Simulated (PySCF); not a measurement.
# C₂H₁₀Ge₂: NMR shifts at several levels of theory, part 2 of 2

PySCF 2.14.0. Atoms count from 0. The steps go on from the part before.

### 9 Nuclear shieldings: LC-wPBE/pcSseg-1

What the job is given:

```
{"job": {"kind": "nmr", "xc": "LC-wPBE", "basis": "pcSseg-1", "pop": false}, "charge": 0, "multiplicity": 1}
C     -1.508419    -1.216079    -0.052019
Ge    -0.183006     0.133603    -0.558909
C     -0.563661     1.818911     0.363700
Ge     2.045870    -0.640786     0.030040
H     -1.334223    -2.160341    -0.587793
H     -2.522435    -0.861328    -0.290695
H     -1.452870    -1.413958     1.028567
H     -0.251455     0.364409    -2.087036
H     -1.576637     2.171758     0.118576
H      0.158702     2.593182     0.067566
H     -0.494513     1.680440     1.452751
H      2.857389    -1.077212    -1.206757
H      1.957320    -1.852581     0.983278
H      2.847421     0.462461     0.752716
```

Method: GIAO LC-wPBE/pcSseg-1 NMR shielding, non-relativistic, gas phase.

The log of the run:

```text
coarse grid: 49912 points
cycle   1  E = -4235.1311544845  dE = -1.443e+00  |g| = 1.257e+00  |ddm| = 3.299e+00
cycle   2  E = -4235.1477461374  dE = -1.659e-02  |g| = 1.078e+00  |ddm| = 9.226e-01
cycle   3  E = -4235.2241314721  dE = -7.639e-02  |g| = 8.199e-02  |ddm| = 4.984e-01
cycle   4  E = -4235.2248094544  dE = -6.780e-04  |g| = 8.687e-03  |ddm| = 5.486e-02
cycle   5  E = -4235.2248418575  dE = -3.240e-05  |g| = 4.962e-03  |ddm| = 1.884e-02
cycle   6  E = -4235.2248478895  dE = -6.032e-06  |g| = 4.966e-04  |ddm| = 4.784e-03
final grid: 102216 points
cycle   7  E = -4235.2247941726  dE = -1.272e-07  |g| = 4.721e-04  |ddm| = 1.322e-03
cycle   8  E = -4235.2247941417  dE =  3.092e-08  |g| = 4.564e-04  |ddm| = 5.379e-04
cycle   9  E = -4235.2247941617  dE = -2.008e-08  |g| = 3.996e-05  |ddm| = 2.328e-04
cycle  10  E = -4235.2247941625  dE = -8.031e-10  |g| = 2.087e-05  |ddm| = 1.018e-04
converged SCF energy = -4235.2247941625

GIAO shielding tensors (ppm)
atom      isotropic    diamagn.    paramagn.     s11        s22        s33       span
  0 C      192.116     251.437     -59.320    188.301    192.419    195.629      7.328
  1 Ge    1479.882    2756.659   -1276.777   1401.849   1476.840   1560.956    159.107
  2 C      192.104     251.489     -59.384    186.642    194.128    195.543      8.901
  3 Ge    1662.941    2755.472   -1092.531   1633.682   1657.606   1697.534     63.852
  4 H       31.025      30.006       1.019     25.410     28.105     39.559     14.148
  5 H       30.962      29.805       1.157     25.215     27.742     39.928     14.713
  6 H       31.105      31.025       0.081     26.004     28.633     38.679     12.676
  7 H       27.255      29.967      -2.712     21.158     21.765     38.843     17.685
  8 H       30.965      29.808       1.157     25.215     27.732     39.948     14.732
  9 H       31.038      30.056       0.982     25.353     28.168     39.592     14.239
 10 H       31.108      31.050       0.058     26.051     28.641     38.633     12.581
 11 H       27.776      28.298      -0.522     21.195     22.342     39.791     18.595
 12 H       27.951      28.712      -0.761     21.192     23.420     39.241     18.049
 13 H       27.938      28.627      -0.689     21.098     23.305     39.410     18.312
```

Wall time 36 s (1 thread of Arm Neoverse V1, shared host); peak memory 0.85 GiB.

This run: δ C0 -3.5, Ge1 -140, Ge3 -323, H7 4.07, H11 3.44 ppm (means over like atoms).

### 10 Shielding tensors: PBE0/STO-3G

Same as in step 9 but for these lines:

```diff
@@ -1,2 +1,2 @@
-{"job": {"kind": "nmr", "xc": "LC-wPBE", "basis": "pcSseg-1", "pop": false}, "charge": 0, "multiplicity": 1}
+{"job": {"kind": "nmr", "xc": "PBE0", "basis": "STO-3G", "pop": true}, "charge": 0, "multiplicity": 1}
 C     -1.508419    -1.216079    -0.052019
```

Level: GIAO PBE0/STO-3G NMR shielding, non-relativistic, gas phase.

The log of the run:

```text
coarse grid: 49912 points
cycle   1  E = -4186.7232058368  dE = -4.825e+00  |g| = 7.078e-01  |ddm| = 4.064e+00
cycle   2  E = -4186.8306859953  dE = -1.075e-01  |g| = 5.371e-01  |ddm| = 2.302e+00
cycle   3  E = -4186.9382696005  dE = -1.076e-01  |g| = 3.447e-02  |ddm| = 1.013e+00
cycle   4  E = -4186.9386100557  dE = -3.405e-04  |g| = 1.408e-02  |ddm| = 7.301e-02
cycle   5  E = -4186.9386684863  dE = -5.843e-05  |g| = 3.410e-03  |ddm| = 2.315e-02
cycle   6  E = -4186.9386727282  dE = -4.242e-06  |g| = 1.852e-04  |ddm| = 5.575e-03
final grid: 102216 points
cycle   7  E = -4186.9386095545  dE = -1.726e-08  |g| = 1.195e-04  |ddm| = 7.161e-04
cycle   8  E = -4186.9386095566  dE = -2.142e-09  |g| = 1.008e-04  |ddm| = 3.793e-04
cycle   9  E = -4186.9386095601  dE = -3.541e-09  |g| = 7.206e-06  |ddm| = 1.613e-04
cycle  10  E = -4186.9386095602  dE = -2.547e-11  |g| = 1.616e-06  |ddm| = 1.537e-05
converged SCF energy = -4186.9386095602

GIAO shielding tensors (ppm)
atom      isotropic    diamagn.    paramagn.     s11        s22        s33       span
  0 C      237.912     245.752      -7.840    231.735    240.005    241.995     10.260
  1 Ge    2169.929    2732.645    -562.715   2062.302   2180.684   2266.803    204.501
  2 C      237.923     245.779      -7.856    231.641    239.770    242.359     10.718
  3 Ge    2272.130    2731.804    -459.673   2186.065   2311.633   2318.693    132.628
  4 H       32.658      30.703       1.955     25.945     29.522     42.507     16.562
  5 H       32.514      30.494       2.019     25.608     29.040     42.893     17.285
  6 H       32.633      31.707       0.926     26.231     29.910     41.759     15.528
  7 H       30.701      32.693      -1.993     24.350     25.140     42.612     18.262
  8 H       32.521      30.485       2.036     25.650     29.011     42.903     17.254
  9 H       32.658      30.765       1.893     25.868     29.596     42.509     16.641
 10 H       32.646      31.697       0.949     26.278     29.908     41.754     15.476
 11 H       30.957      30.995      -0.038     24.170     25.450     43.251     19.081
 12 H       30.950      31.972      -1.022     23.736     26.415     42.699     18.964
 13 H       30.968      31.722      -0.753     23.763     26.338     42.804     19.042
```

It took 5.8 s on 1 thread of Arm Neoverse V1, shared host; peak memory 0.4 GiB.

In short: δ C0 -3.2, Ge1 -118, Ge3 -220, H7 1.90, H11 1.65 ppm (means over like atoms).

### 11 Shielding tensors: PBE0/6-31G

Same as in step 10 but for these lines:

```diff
@@ -1,2 +1,2 @@
-{"job": {"kind": "nmr", "xc": "PBE0", "basis": "STO-3G", "pop": true}, "charge": 0, "multiplicity": 1}
+{"job": {"kind": "nmr", "xc": "PBE0", "basis": "6-31G", "pop": true}, "charge": 0, "multiplicity": 1}
 C     -1.508419    -1.216079    -0.052019
```

Method: GIAO PBE0/6-31G NMR shielding, non-relativistic, gas phase.

The log of the run:

```text
coarse grid: 49912 points
cycle   1  E = -4234.8476701285  dE = -1.302e+00  |g| = 3.811e-01  |ddm| = 3.162e+00
cycle   2  E = -4234.8335378652  dE =  1.413e-02  |g| = 4.359e-01  |ddm| = 7.525e-01
cycle   3  E = -4234.8866962258  dE = -5.316e-02  |g| = 1.857e-02  |ddm| = 4.330e-01
cycle   4  E = -4234.8867787789  dE = -8.255e-05  |g| = 8.075e-03  |ddm| = 3.386e-02
cycle   5  E = -4234.8867864118  dE = -7.633e-06  |g| = 1.344e-03  |ddm| = 6.571e-03
final grid: 102216 points
cycle   6  E = -4234.8867393478  dE = -2.022e-07  |g| = 1.096e-03  |ddm| = 2.900e-03
cycle   7  E = -4234.8867393772  dE = -2.945e-08  |g| = 1.006e-03  |ddm| = 1.735e-03
cycle   8  E = -4234.8867395072  dE = -1.300e-07  |g| = 7.809e-05  |ddm| = 7.696e-04
cycle   9  E = -4234.8867395089  dE = -1.666e-09  |g| = 1.461e-05  |ddm| = 8.271e-05
cycle  10  E = -4234.8867395089  dE = -5.457e-11  |g| = 1.349e-06  |ddm| = 1.884e-05
converged SCF energy = -4234.8867395089

GIAO shielding tensors (ppm)
atom      isotropic    diamagn.    paramagn.     s11        s22        s33       span
  0 C      199.721     250.776     -51.055    194.209    198.403    206.550     12.341
  1 Ge    1787.958    2748.776    -960.819   1729.025   1798.064   1836.783    107.757
  2 C      199.724     250.806     -51.082    192.524    200.132    206.516     13.992
  3 Ge    1935.774    2753.428    -817.654   1916.886   1932.888   1957.548     40.662
  4 H       32.305      30.112       2.193     26.287     29.615     41.011     14.724
  5 H       32.232      30.120       2.112     26.154     29.187     41.355     15.202
  6 H       32.379      30.728       1.652     26.871     30.233     40.033     13.162
  7 H       28.359      29.964      -1.605     22.388     22.944     39.744     17.356
  8 H       32.236      30.119       2.118     26.172     29.158     41.378     15.205
  9 H       32.340      30.167       2.172     26.266     29.708     41.046     14.781
 10 H       32.364      30.730       1.633     26.889     30.212     39.989     13.100
 11 H       29.080      29.307      -0.227     22.732     23.807     40.701     17.969
 12 H       29.211      29.922      -0.711     22.680     24.811     40.142     17.462
 13 H       29.222      29.813      -0.591     22.621     24.703     40.342     17.721
```

Run time: 11 s. Hardware: 1 thread of Arm Neoverse V1, shared host; peak memory 0.57 GiB.

Key values: δ C0 -0.2, Ge1 -92, Ge3 -240, H7 4.25, H11 3.44 ppm (means over like atoms).

### 12 Run by run: NMR shifts

Shifts (ppm), means over like atoms, with basis size and wall time:

```csv
run,C0,H7,H11,H4,Ge1,Ge3,functions,time
PBE0/pcSseg-1,-1.9,4.21,3.49,0.36,-132,-327,166,21 s
mPW1PW91/pcSseg-1,-1.6,4.19,3.49,0.37,-131,-322,166,21 s
WP04/pcSseg-1,0.8,3.68,3.06,0.39,-104,-279,166,21 s
B97-2/pcSseg-1,-1.0,4.16,3.46,0.38,-128,-319,166,21 s
BHandHLYP/pcSseg-1,-2.6,4.00,3.37,0.33,-125,-310,166,21 s
CAM-B3LYP/pcSseg-1,-2.3,4.15,3.45,0.34,-131,-328,166,30 s
wB97X-D/pcSseg-1,-2.4,4.14,3.46,0.32,-134,-327,166,29 s
LC-wPBE/pcSseg-1,-3.5,4.07,3.44,0.29,-140,-323,166,36 s
PBE0/STO-3G,-3.2,1.90,1.65,0.00,-118,-220,56,5.8 s
PBE0/6-31G,-0.2,4.25,3.44,0.30,-92,-240,92,11 s
```

### 13 Results

This closing draws on all 2 parts.

| quantity | value |
| --- | --- |
| ¹³C shifts against TMS (PBE0/pcSseg-1, means over atoms taken as alike) | -1.9 ppm |
| ¹H shifts against TMS (PBE0/pcSseg-1, means over atoms taken as alike) | 4.21, 3.49, 0.36 ppm |
| ⁷³Ge shifts against GeMe4 (PBE0/pcSseg-1) | -132, -327 ppm |
| range of the shift of Ge3 | -328 to -220 ppm |
| property runs in this session | 10, of which 0 failed and 1 gave unsound results |

Single values in the summary come from the first run of each kind that ended normally (PBE0/pcSseg-1), which need not be the best level. At PBE0/pcSseg-1: Shielding is most anisotropic at Ge1 (span 154 ppm, paramagnetic term -1294 ppm). In ppm, Ge3 moves most: its shift spreads over 109 ppm, from -328 (CAM-B3LYP/pcSseg-1) to -220 (PBE0/STO-3G). A minimal basis is unusable for shieldings, so that end is no result. Spin-orbit coupling is left out, which matters for shieldings and couplings at and beside the heavy atoms.
